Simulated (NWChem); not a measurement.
# HF/aug-cc-pVDZ (tol2e 1e-12) run of BClF2 (chlorodifluoroborane)

What is the electronic atomisation energy of BClF2 (chlorodifluoroborane) at HF/aug-cc-pVDZ (tol2e 1e-12)? 

Program for the calculation: NWChem 7.3.0.

12 further runs of the same task are left out: 3 that didn't finish, 9 set aside as unsound or not needed.

## 1. The structure to begin with

BClF2 has 4 atoms, charge 0, and is taken as a singlet. As SMILES, `FB(F)Cl`. The coordinates come from a PBE0-D4/def2-TZVP relaxation.

Bond lengths: F1–B2 1.310 Å, B2–F3 1.310 Å, B2–Cl4 1.740 Å. Angles: F1–B2–F3 119.0°, F1–B2–Cl4 120.5°, F3–B2–Cl4 120.5°.

## 2. The energy at HF/aug-cc-pVDZ (tol2e 1e-12) (run 1)

test.nw

```
start test
title "BClF2"
memory stack 880 mb heap 220 mb global 1100 mb

geometry noautosym nocenter noautoz
 F    -0.173700   -1.254300   -0.546300
 B    -0.067100   -0.041300   -0.062000
 F    -1.011600    0.830100   -0.317700
 Cl    1.307900    0.405300    0.905700
end

basis spherical bse
 * library aug-cc-pVDZ
end

scf
 singlet
 rhf
 thresh 1e-08
 maxiter 80
 tol2e 1e-12
 noprint "final vectors analysis"
end

task scf energy
```

Run with:

```sh
$ nwchem test.nw > test.out
```

The log of the run:

```text
[...]
  functions       =    96
[...]
  wavefunction    = RHF
[...]
         Total SCF energy =   -683.257259995818
      One-electron energy =  -1229.316653949217
      Two-electron energy =    403.923082904615
 Nuclear repulsion energy =    142.136311048785
        Time for solution =     34.3s
[...]
```

It took 36 s on 1 thread of Intel Xeon Platinum 8488C (Sapphire Rapids), shared host; peak memory 0.097 GiB.

## 3. The B atom (run 2)

nw.nw

```
START nw
TITLE "B"
memory total 2200 mb
charge 0

GEOMETRY noautosym nocenter noautoz
  B        0.000000       0.000000       0.000000
END

BASIS spherical bse
  * library aug-cc-pVDZ
END

SCF
  doublet
  uhf
  thresh 1e-08
  maxiter 80
  tol2e 1e-12
  print low
END

TASK scf energy
```

Run the same way, it converges to -24.53057 Eh (log not shown).

Run 3 isn't shown in full; the table further down has it.

## 4. The F atom, same level (run 4)

mymol.nw

```
start mymol
title "F energy"
memory 2200 mb

geometry units angstroms noautosym nocenter noautoz
 F        0.000000       0.000000       0.000000
end

basis spherical bse
 F library aug-cc-pVDZ
end

scf
 nopen 1
 uhf
 thresh 1e-08
 maxiter 80
 tol2e 1e-12
 print low
end

task scf
```

Run the same way, it converges to -99.38109 Eh (log not shown).

## 5. The series

```tsv
run	level	partner	energy (Eh)	wall time
1	HF/aug-cc-pVDZ (tol2e 1e-12)	base	-683.257260	36 s
2	UHF/aug-cc-pVDZ (tol2e 1e-12)	atoms	-24.530574	0.85 s
3	UHF/aug-cc-pVDZ (tol2e 1e-12)	atoms	-459.472781	2.6 s
4	UHF/aug-cc-pVDZ (tol2e 1e-12)	atoms	-99.381092	0.87 s
```

## 6. What came out

Level: HF/aug-cc-pVDZ (tol2e 1e-12).

```
                     quantity         value
         F atom: total energy  -99.38109 Eh
                 F atom: ⟨S²⟩         0.754
electronic atomisation energy     13.380 eV
```

In words: Taking the molecule apart into free atoms costs 13.38 eV (1291 kJ/mol), before zero-point energy and without spin-orbit coupling. Hartree–Fock lacks the correlation of the bonding pairs, which as a rule makes this value much too low; in minimal bases other errors can mask that. All runs together took 40 s, the longest 36 s.
